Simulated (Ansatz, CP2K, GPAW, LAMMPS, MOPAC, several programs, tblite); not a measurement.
**LiCl (Fm-3m) from semi-empirical methods to plane-wave DFT**

LiCl (started from an entry of an open crystallographic database), relaxed with r2SCAN in Ansatz, was computed with several methods. The symmetry is Fm-3m (No. 225, cubic); a = 5.112 Å in the conventional setting, 16.70 Å³ an atom. Around Li lie 6 Cl at 2.56 Å; around Cl lie 6 Li at 2.56 Å. The values are computed, spin-unpolarised, and not measurements.

Space group Fm-3m (No. 225). a = 5.112 Å, b = 5.112 Å, c = 5.112 Å, α = 90.00°, β = 90.00°, γ = 90.00°

| atom | site | symmetry | x | y | z |
| --- | --- | --- | --- | --- | --- |
| Li | 4a | m-3m | 0.0000 | 0.0000 | 0.0000 |
| Cl | 4b | m-3m | 0.5000 | 0.0000 | 0.0000 |

Gaps and times are for a single point on this cell; volume and bulk modulus come from each method's own relaxation or energy curve at fixed shape. Times are rough, from shared hosts (Arm Neoverse V1), and each method has its own mesh and cell size. PM6 (MOPAC), PM7 (MOPAC), GFN1-xTB (tblite), GFN2-xTB (tblite) treat a cluster of cells at its zone centre, which samples few k points: where these miss a band edge, the gap comes out too large for that reason alone. Gaps from k meshes are read at a limited set of points (mesh, symmetry points, PBE's band edges), so each method's own least gap may be somewhat smaller. Force fields have no electrons; where one was fitted to this phase, its volume and modulus reflect the fit. xTB and the PM methods were fitted mostly to molecules, and can miss a solid's gap by electronvolts. Minimal bases can be far off for gaps. GLLB-SC's gap includes the derivative discontinuity. d marks a direct gap, i an indirect one (no mark: not told apart), a dash a value that wasn't computed or didn't pass its checks.

```json
{"method": "ffield.eim (LAMMPS)", "kind": "force field", "gap (eV)": "–", "own volume (Å³/atom)": "–", "bulk modulus (GPa)": "–", "atoms computed": "2", "processor time": "0.12 s"}
{"method": "light PBE (260 eV, its own mesh)", "kind": "light plane-wave", "gap (eV)": "6.39 i", "own volume (Å³/atom)": "–", "bulk modulus (GPa)": "–", "atoms computed": "2", "processor time": "0.46 s"}
{"method": "PBE", "kind": "semilocal", "gap (eV)": "6.38 d", "own volume (Å³/atom)": "17.08", "bulk modulus (GPa)": "32", "atoms computed": "2", "processor time": "0.99 s"}
{"method": "r2SCAN", "kind": "semilocal", "gap (eV)": "7.29 d", "own volume (Å³/atom)": "16.70", "bulk modulus (GPa)": "35", "atoms computed": "2", "processor time": "2.6 s"}
{"method": "PBE/single zeta (GPAW)", "kind": "small basis", "gap (eV)": "5.53 d", "own volume (Å³/atom)": "–", "bulk modulus (GPa)": "–", "atoms computed": "2", "processor time": "3 s"}
{"method": "GFN1-xTB (tblite)", "kind": "tight binding", "gap (eV)": "4.19", "own volume (Å³/atom)": "15.20", "bulk modulus (GPa)": "44", "atoms computed": "64", "processor time": "4.3 s"}
{"method": "PM7 (MOPAC)", "kind": "semi-empirical", "gap (eV)": "5.92", "own volume (Å³/atom)": "–", "bulk modulus (GPa)": "–", "atoms computed": "64", "processor time": "5.8 s"}
{"method": "PM6 (MOPAC)", "kind": "semi-empirical", "gap (eV)": "10.03", "own volume (Å³/atom)": "–", "bulk modulus (GPa)": "–", "atoms computed": "64", "processor time": "6.5 s"}
{"method": "GLLB-SC (GPAW)", "kind": "model potential", "gap (eV)": "10.47", "own volume (Å³/atom)": "–", "bulk modulus (GPa)": "–", "atoms computed": "2", "processor time": "7.2 s"}
{"method": "PBE/SZV (CP2K)", "kind": "small basis", "gap (eV)": "5.88 d", "own volume (Å³/atom)": "–", "bulk modulus (GPa)": "–", "atoms computed": "2", "processor time": "7.3 s"}
{"method": "GFN2-xTB (tblite)", "kind": "tight binding", "gap (eV)": "4.61", "own volume (Å³/atom)": "16.44", "bulk modulus (GPa)": "39", "atoms computed": "64", "processor time": "7.5 s"}
{"method": "PBE/DZVP (CP2K)", "kind": "small basis", "gap (eV)": "6.31 i", "own volume (Å³/atom)": "17.14", "bulk modulus (GPa)": "32", "atoms computed": "2", "processor time": "15 s"}
```

Against r2SCAN (7.29 eV) the nearest gap at the points sampled is that of light PBE (260 eV, its own mesh) (-0.90 eV) and the farthest that of GLLB-SC (GPAW) (+3.18 eV). r2SCAN is only a yardstick of convenience: semilocal gaps usually lie below measured ones, which GLLB-SC and hybrids aim to mend.

Volumes against r2SCAN's: PBE +2.3 %, GFN1-xTB (tblite) -9.0 %, GFN2-xTB (tblite) -1.5 %, PBE/DZVP (CP2K) +2.6 %.
